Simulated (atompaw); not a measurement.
**Pseudopotential generation for bismuth: PAW (atompaw), PBEsol**

Aim: build the potential from the settings below, then test how well it stands in for the atom: scattering, ghost states and the plane-wave cutoff that it needs.

Method: atompaw 4.2.0.5, PBEsol, scalar-relativistic.

## 1. Starting point

Typed settings, in words:

```
element                 : bismuth (Bi, Z = 83)
type                    : PAW
frozen core             : [Kr] 4d10 4f14 5s2
valence charge          : 21
reference configuration : 5p6 5d10 6s1.5 6p3.5
partial waves           : 6s (bound): rc 1.55 bohr; 6s channel at 2.15 Ry: rc 1.70 bohr; 5p (bound): rc 1.60 bohr; 6p (bound): rc 1.40 bohr; 5d (bound): rc 1.70 bohr; 5d channel at -1.7 Ry: rc 1.70 bohr
local potential         : troulliermartins scheme with l = 3 at 0 Ry, radius 1.55 bohr
core correction         : smooth core density matched at 1.65 bohr
augmentation charge     : sinc compensation charge, radius 1.55 bohr; PAW radius 1.70 bohr; waves and projectors: custom polynom vanderbiltortho
```

## 2. Generating the potential

The input, Bi.input:

```
Bi 83
GGA-PBESOL scalarrelativistic loggrid 2001 logderivrange -9 5 351
6 6 5 4 0 0
6 0 1.5
6 1 3.5
0 0 0
c
c
c
c
c
v
c
c
c
v
v
c
c
v
c
2
1.70 1.55 1.55 1.65
y
2.15
n
n
y
-1.7
n
custom polynom vanderbiltortho sinc
3 0 troulliermartins
1.55
1.70
1.60
1.40
1.70
1.70
PWSCFOUT
UPFDX 0.0125d0 UPFXMIN -7.d0 UPFZMESH 83.d0
END
```

Started as:

```console
atompaw < Bi.input > Bi.log
```

**Question.** What will these runs give? Wanted: cutoffs for 10 and 1 mRy, occupied levels; bound ghosts; largest phase difference near zero energy, channels read; lowest eigenvalue of the overlap; share of valence orbitals outside the PAW sphere; UPF file.

**Answer**, as computed:

```
                                                quantity                              value
               cutoffs for 10 and 1 mRy, occupied levels                    55 Ry and 90 Ry
                                            bound ghosts                    s at -844.69 eV
largest phase difference near zero energy, channels read                          0.001 rad
         lowest eigenvalue of the overlap (Bessel basis)                          0.015 (s)
        share of valence orbitals outside the PAW sphere  6s 73 %, 5p 2 %, 6p 92 %, 5d 15 %
                                                UPF file                            written
```

What this shows: A bound ghost (s) makes it unfit for use: electrons can fall into a state that the atom doesn't have. The potential is of middling hardness: the looser tolerance needs 55 Ry. Near zero energy the phases of the channels with partial waves agree within 0.001 rad.
